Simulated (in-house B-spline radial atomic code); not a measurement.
**Ga²⁴⁺: starting-point dependence of G0W0 and RPA**

G0W0 and RPA are one-shot methods. How much does the choice of start matter for Ga²⁴⁺?

The numbers are computed with an in-house B-spline radial atomic code, version 1 (RPA, second order, AC-SOSEX and G0W0 (contour deformation) on a non-relativistic mean field, all electrons; no spin-orbit coupling, Breit or QED terms), except any that are marked as measured or tabulated.

## (1) What is computed

| Item | Value |
| --- | --- |
| element | gallium (Z = 31) |
| charge | +24 |
| electrons | 7 |
| configuration | [He] 2s2 2p3 |
| Hamiltonian | non-relativistic, point nucleus |
| starts | Hartree-Fock, PBE, exchange-only LDA, HSE06, CAM-B3LYP |

The outer shells:

Ga24+
```
[He] core
2s [↑↓]
2p [↑ ][↑ ][↑ ]
```

## (2) Hartree-Fock start

Input settings:

```ini
Z = 31
electrons = 7.0
configuration = [He] 2s2 2p3
hamiltonian = nr
method = hf
lmax = 9
spin_polarised = True
box_radius = 3.58
intervals = 46
```

Launch:

```console
> python run_gw.py task.json out
```

One command runs all members of the session, one after another, from task.json.

Main fields of the result record, rounded:

```text
{
  "status": "converged",
  "energies [hartree]": {
    "mean_field": -1431.677724,
    "exx_total": -1431.677724,
    "exchange": -37.4990039,
    "rpa": -0.41207756,
    "rpa_summed": -0.41070474,
    "direct_second_order": -0.43395029,
    "second_order_exchange": 0.21768495,
    "sosex": 0.20579594
  },
  "rpa_by_multipole [hartree]": [-0.0702915, -0.248823, -0.0511894, -0.0239255, -0.00862272, -0.00385588, -0.00197052, -0.00110456, -0.000662118, -0.000238452, -2.13135e-05],
  "polarisability [bohr^3: independent particles, RPA]": [0.00435646, 0.00351909],
  "gap [hartree]": 7.517343,
  "levels [hartree]": [
    {"name": "2p up", "occ": 1, "e": -88.26145, "sx": -7.342658, "vxc": -7.342658, "sc": 0.06915919, "z": 0.9940291, "qp": -88.1928, "tail": -0.0005074342},
    {"name": "2s down", "occ": 1, "e": -89.75299, "sx": -4.848298, "vxc": -4.848298, "sc": -0.1855185, "z": 0.9913672, "qp": -89.93896, "tail": -0.0004567006},
    {"name": "2s up", "occ": 1, "e": -92.36294, "sx": -7.51754, "vxc": -7.51754, "sc": 0.4520969, "z": 0.920508, "qp": -91.91126, "tail": -0.0004144634},
    {"name": "1s down", "occ": 1, "e": -429.309, "sx": -19.67637, "vxc": -19.67637, "sc": 0.430309, "z": 0.953758, "qp": -428.8789, "tail": -0.0001734815},
    {"name": "2p down", "occ": 0, "e": -82.23564, "sx": -1.269719, "vxc": -1.269719, "sc": -0.1315839, "z": 0.9954955, "qp": -82.36773, "tail": -0.0005074315}
  ]
}
```

Wall time 0.8 s (1 thread, shared host).

In the record, exx_total is the Hartree-Fock functional on the start's orbitals, rpa_summed the RPA energy up to lmax and rpa the same with the tail beyond it, gap the smallest same-spin excitation energy of the start. For a level, e is the start's value, sx and sc the exchange and correlation self-energies, vxc the start's own term, z the quasi-particle weight, and qp = e + sx − vxc + sc + tail. Deeper levels of weight under 0.85 meet poles of the self-energy and are not shown.

Highest level 2p↑: -2401.7 eV in the start, -2399.8 eV after G0W0, weight 0.99.

The largest part of the RPA energy comes from multipole 1 (61 % of the sum).

## (3) PBE start

Settings: those of step 2 with these lines changed.

```diff
@@ -4,3 +4,3 @@
 hamiltonian = nr
-method = hf
+method = pbe,pbe
 lmax = 9
```

From the record:

```text
{
  "status": "converged",
  "energies [hartree]": {
    "mean_field": -1431.520464,
    "exx_total": -1431.673667,
    "exchange": -37.47652929,
    "rpa": -0.47357328,
    "rpa_summed": -0.47219616,
    "direct_second_order": -0.51942251,
    "second_order_exchange": 0.29215435,
    "sosex": 0.26066521
  },
  "rpa_by_multipole [hartree]": [-0.0730961, -0.305144, -0.0527765, -0.0245172, -0.00875023, -0.00389343, -0.00198391, -0.00111001, -0.00066455, -0.000239164, -2.13681e-05],
  "polarisability [bohr^3: independent particles, RPA]": [0.00735868, 0.0050999],
  "gap [hartree]": 3.84952,
  "levels [hartree]": [
    {"name": "2p up", "occ": 1, "e": -85.89777, "sx": -7.342006, "vxc": -4.9752, "sc": 0.1230995, "z": 0.9820979, "qp": -88.14198, "tail": -0.0005017256},
    {"name": "2s down", "occ": 1, "e": -88.26537, "sx": -4.864662, "vxc": -3.369764, "sc": -0.2366246, "z": 0.9823631, "qp": -89.99734, "tail": -0.0004530539},
    {"name": "1s down", "occ": 1, "e": -421.8941, "sx": -19.65033, "vxc": -12.23428, "sc": 0.4975825, "z": 0.9892231, "qp": -428.8128, "tail": -0.0001762851},
    {"name": "2p down", "occ": 0, "e": -84.41585, "sx": -1.282483, "vxc": -3.469989, "sc": -0.130586, "z": 0.9925643, "qp": -82.35943, "tail": -0.0005056461}
  ]
}
```

Run time: 0.8 s. Hardware: 1 thread, shared host.

G0W0 moves 2p↑ down by 61.1 eV, to -2398.5 eV.

## (4) Exchange-only LDA start

Settings: those of step 3 with these lines changed.

```diff
@@ -4,3 +4,3 @@
 hamiltonian = nr
-method = pbe,pbe
+method = lda,
 lmax = 9
```

From the record:

```text
{
  "status": "converged",
  "energies [hartree]": {
    "mean_field": -1428.084088,
    "exx_total": -1431.670357,
    "exchange": -37.43705827,
    "rpa": -0.47439001,
    "rpa_summed": -0.47301324,
    "direct_second_order": -0.52077083,
    "second_order_exchange": 0.2934704,
    "sosex": 0.26151407
  },
  "rpa_by_multipole [hartree]": [-0.0731694, -0.305904, -0.0527728, -0.0245094, -0.00874765, -0.00389232, -0.00198336, -0.00110971, -0.000664379, -0.000239135, -2.13575e-05],
  "polarisability [bohr^3: independent particles, RPA]": [0.0074477, 0.0051451],
  "gap [hartree]": 3.802729,
  "levels [hartree]": [
    {"name": "2p up", "occ": 1, "e": -85.74789, "sx": -7.338691, "vxc": -4.812365, "sc": 0.1275709, "z": 0.9806749, "qp": -88.14715, "tail": -0.0005008374},
    {"name": "2s down", "occ": 1, "e": -87.98405, "sx": -4.858518, "vxc": -3.075162, "sc": -0.2323947, "z": 0.9829943, "qp": -90.00025, "tail": -0.0004530879},
    {"name": "1s down", "occ": 1, "e": -420.9235, "sx": -19.62437, "vxc": -11.20728, "sc": 0.5070911, "z": 0.9892533, "qp": -428.8337, "tail": -0.0001766513},
    {"name": "2p down", "occ": 0, "e": -84.18132, "sx": -1.281427, "vxc": -3.222146, "sc": -0.128498, "z": 0.9922651, "qp": -82.3696, "tail": -0.0005055122}
  ]
}
```

Wall time 0.8 s (1 thread, shared host).

Highest level 2p↑: -2333.3 eV in the start, -2398.6 eV after G0W0, weight 0.98.

## (5) HSE06 start

Settings: those of step 4 with these lines changed.

```diff
@@ -4,3 +4,3 @@
 hamiltonian = nr
-method = lda,
+method = hse06
 lmax = 9
```

From the record:

```text
{
  "status": "converged",
  "energies [hartree]": {
    "mean_field": -1431.632781,
    "exx_total": -1431.675461,
    "exchange": -37.48164784,
    "rpa": -0.45280861,
    "rpa_summed": -0.45143239,
    "direct_second_order": -0.4887271,
    "second_order_exchange": 0.26428394,
    "sosex": 0.24121726
  },
  "rpa_by_multipole [hartree]": [-0.0723814, -0.285684, -0.0523788, -0.0243705, -0.00871915, -0.00388451, -0.00198084, -0.00110883, -0.000664047, -0.00023903, -2.13559e-05],
  "polarisability [bohr^3: independent particles, RPA]": [0.00622063, 0.00455934],
  "gap [hartree]": 4.733698,
  "levels [hartree]": [
    {"name": "2p up", "occ": 1, "e": -86.47128, "sx": -7.341268, "vxc": -5.548436, "sc": 0.1032211, "z": 0.9876535, "qp": -88.16139, "tail": -0.0005032058},
    {"name": "2s down", "occ": 1, "e": -88.64211, "sx": -4.861086, "vxc": -3.744368, "sc": -0.2212939, "z": 0.9855609, "qp": -89.98058, "tail": -0.0004563486},
    {"name": "1s down", "occ": 1, "e": -423.7475, "sx": -19.65669, "vxc": -14.0925, "sc": 0.4707205, "z": 0.9876734, "qp": -428.8412, "tail": -0.0001727802},
    {"name": "2p down", "occ": 0, "e": -83.90842, "sx": -1.279472, "vxc": -2.954679, "sc": -0.1315205, "z": 0.9935528, "qp": -82.36524, "tail": -0.0005056132}
  ]
}
```

It took 0.9 s on 1 thread, shared host.

G0W0 moves 2p↑ down by 46.0 eV, to -2399.0 eV.

## (6) CAM-B3LYP start

Settings: those of step 5 with these lines changed.

```diff
@@ -4,3 +4,3 @@
 hamiltonian = nr
-method = hse06
+method = camb3lyp
 lmax = 9
```

From the record:

```text
{
  "status": "converged",
  "energies [hartree]": {
    "mean_field": -1431.824924,
    "exx_total": -1431.674877,
    "exchange": -37.48402874,
    "rpa": -0.45337723,
    "rpa_summed": -0.45200107,
    "direct_second_order": -0.48945975,
    "second_order_exchange": 0.26482378,
    "sosex": 0.24162674
  },
  "rpa_by_multipole [hartree]": [-0.0724748, -0.286118, -0.0524087, -0.0243791, -0.0087211, -0.00388498, -0.00198095, -0.00110884, -0.000664034, -0.000239032, -2.13519e-05],
  "polarisability [bohr^3: independent particles, RPA]": [0.00623226, 0.00456394],
  "gap [hartree]": 4.716368,
  "levels [hartree]": [
    {"name": "2p up", "occ": 1, "e": -86.4558, "sx": -7.34324, "vxc": -5.536489, "sc": 0.1041134, "z": 0.9874368, "qp": -88.15894, "tail": -0.0005030628},
    {"name": "2s down", "occ": 1, "e": -88.66354, "sx": -4.862679, "vxc": -3.768334, "sc": -0.2219843, "z": 0.9854425, "qp": -89.98032, "tail": -0.0004562697},
    {"name": "1s down", "occ": 1, "e": -423.4756, "sx": -19.65656, "vxc": -13.82693, "sc": 0.4742073, "z": 0.9880805, "qp": -428.8312, "tail": -0.0001729715},
    {"name": "2p down", "occ": 0, "e": -83.94717, "sx": -1.280405, "vxc": -2.997856, "sc": -0.1319704, "z": 0.9935525, "qp": -82.36219, "tail": -0.0005056631}
  ]
}
```

Wall time 0.9 s (1 thread, shared host).

G0W0 moves 2p↑ down by 46.3 eV, to -2398.9 eV.

## (7) Comparison

```tsv
start	level	mean field (eV)	G0W0 (eV)	weight	RPA (hartree)	RPA+SOSEX (hartree)	α, direct RPA (bohr³)	time	miss (eV)
Hartree-Fock	2p↑	-2401.7	-2399.8	0.994	-0.41208	-0.20628	0.003519	0.8 s	+8.85
PBE	2p↑	-2337.4	-2398.5	0.982	-0.47357	-0.21291	0.005100	0.8 s	+7.47
exchange-only LDA	2p↑	-2333.3	-2398.6	0.981	-0.47439	-0.21288	0.005145	0.8 s	+7.61
HSE06	2p↑	-2353.0	-2399.0	0.988	-0.45281	-0.21159	0.004559	0.9 s	+7.99
CAM-B3LYP	2p↑	-2352.6	-2398.9	0.987	-0.45338	-0.21175	0.004564	0.9 s	+7.93
```

The miss is the G0W0 removal energy (the level with its sign changed) less the semi-empirical ionisation energy, 2391.0 ± 18 eV. Times are single runs on a shared host.

## (8) What came out

| quantity | value |
| --- | --- |
| highest level, mean field (range over the runs) | -2401.7 to -2333.3 eV |
| highest level, G0W0 (range over the runs) | -2399.8 to -2398.5 eV |
| RPA correlation energy | -0.4744 to -0.4121 hartree |
| RPA+SOSEX | -0.2129 to -0.2063 hartree |
| semi-empirical ionisation energy (2p shell) | 2391.0 ± 18 eV (NIST Atomic Spectra Database, ionization energies) |
| G0W0 removal energy less that value | +7.47 to +8.85 eV |

What this shows: The starts spread the highest level over 68.4 eV; after G0W0 1.4 eV remain, 2.0 % of that. Starts without exact exchange bind the level too weakly, through self-interaction, and G0W0 pulls it down by 61 to 65 eV. RPA gives the most correlation on exchange-only LDA and the least on Hartree-Fock (13 % apart); over the runs it loosely follows the gap of the start, as smaller excitation energies give more correlation. All G0W0 removal energies agree with the semi-empirical ionisation energy, 2391.0 ± 18 eV, within its uncertainty. Read as a removal energy, the bare PBE level is off by -53.6 eV (-2.2 %) and the nearest bare level, Hartree-Fock's, by +10.7 eV.
